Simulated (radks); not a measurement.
**Nb in [Kr] 4d4 5s1: an all-electron calculation**

One table from this session's results is given with a row withheld; the runs are named, their logs left out.

The numbers are computed with radks (a radial shooting solver on a logarithmic mesh, Libxc functionals) version 1 (scalar-relativistic Kohn-Sham, PBE, spin-polarised, spherical densities, finite nucleus; open shells are filled with parallel spins first), except any that are marked as measured or tabulated.

## Starting point

| Item | Value |
| --- | --- |
| element | niobium (Z = 41) |
| charge | 0 |
| electrons | 41 |
| configuration | [Kr] 4d4 5s1 |
| nuclear rms radius | 4.324 fm |

Outer shells as boxes (Hund's rule):

Nb
```
[Kr] core
4d [↑ ][↑ ][↑ ][↑ ][  ]
5s [↑ ]
```

The first run:

The run's settings:

```text
Z 41
configuration [Kr] 4d4 5s1
relativity scalar-relativistic
functional pbe,pbe
spin polarised
nucleus finite rms 4.324 fm
c 137.035999084
```

One table of the session follows, with a row left open; its other results are not shown here.

It belongs to the step «Radial structure». From the orbitals of this run (lengths in bohr):

```
  level      <r>  outermost maximum (interpolated)  90 % within  nodes
  1s up  0.03609                            0.0235       0.0646      0
1s down  0.03609                            0.0235       0.0646      0
  2s up   0.1581                             0.133        0.244      1
2s down   0.1580                             0.133        0.244      1
  2p up   0.1377                             0.106        0.224      0
2p down   0.1377                             0.106        0.224      0
  3s up   0.4432                             0.396        0.655      2
3s down   0.4432                             0.396        0.655      2
  3p up   0.4458                             0.389        0.674      1
3p down   0.4458                             0.389        0.674      1
  3d up   0.4331                             0.335        0.694      0
3d down   0.4330                             0.335        0.694      0
  4s up    1.163                              1.03         1.70      3
4s down    1.154                              1.03         1.68      3
  4p up    1.310                              1.13         1.95      2
4p down        ?                                 ?            ?      ?
  5s up    3.610                              3.02         5.40      4
  4d up    2.177                              1.51         3.62      1
```

Estimate the missing values for 4p down.

**Answer.** <r>: 1.297; outermost maximum (interpolated): 1.12; 90 % within: 1.93; nodes: 2. In the column «<r>» it lies between 4s up (1.163) and 4p up (1.310).

Caveats from the session: Open shells are spherical and high-spin; term and fine-structure splittings are not resolved.
